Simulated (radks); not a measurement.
**In⁺ in [Kr] 4d10 5s1 6s1: an all-electron calculation**

One table from this session's results is given with a row withheld; the runs are named, their logs left out.

The numbers are computed with radks (a radial shooting solver on a logarithmic mesh, Libxc functionals) version 1 (Dirac Kohn-Sham, PBE, spin-unpolarised, spherical densities, finite nucleus), except any that are marked as measured or tabulated.

## Starting point

```
element            : indium (Z = 49)
charge             : +1
electrons          : 48
configuration      : [Kr] 4d10 5s1 6s1
nuclear rms radius : 4.6156 fm
```

Outer shells as boxes (Hund's rule):

In⁺
```
[Kr] core
4d [↑↓][↑↓][↑↓][↑↓][↑↓]
5s [↑ ]
6s [↑ ]
```

Set-up of the first run:

The run's settings:

```text
Z 49
configuration [Kr] 4d10 5s1 6s1
relativity Dirac
functional pbe,pbe
spin unpolarised
j_filling average
nucleus finite rms 4.6156 fm
c 137.035999084
```

One table of the session follows, with a row left open; its other results are not shown here.

It belongs to the step «Shells». Sizes of the orbitals, from the radial functions (bohr):

```
level      <r>  outermost maximum (interpolated)  90 % within  nodes
1s1/2  0.02971                            0.0192       0.0534      0
2s1/2   0.1281                             0.109        0.199      1
2p1/2   0.1085                            0.0838        0.178      0
2p3/2   0.1137                            0.0883        0.185      0
3s1/2   0.3483                             0.316        0.513      2
3p1/2   0.3394                             0.302        0.511      1
3p3/2        ?                                 ?            ?      ?
3d3/2   0.3223                             0.257        0.509      0
3d5/2   0.3258                             0.259        0.514      0
4s1/2   0.8482                             0.770         1.23      3
4p1/2   0.9011                             0.800         1.33      2
4p3/2   0.9314                             0.824         1.37      2
4d3/2    1.158                             0.925         1.81      1
4d5/2    1.173                             0.935         1.84      1
5s1/2    2.371                              2.05         3.47      4
6s1/2    5.853                              5.50         8.24      5
```

**Question.** Estimate the row for 3p3/2.

The run gave: <r>: 0.3505; outermost maximum (interpolated): 0.312; 90 % within: 0.527; nodes: 1. In the column «<r>» it lies between 3s1/2 (0.3483) and 4s1/2 (0.8482).
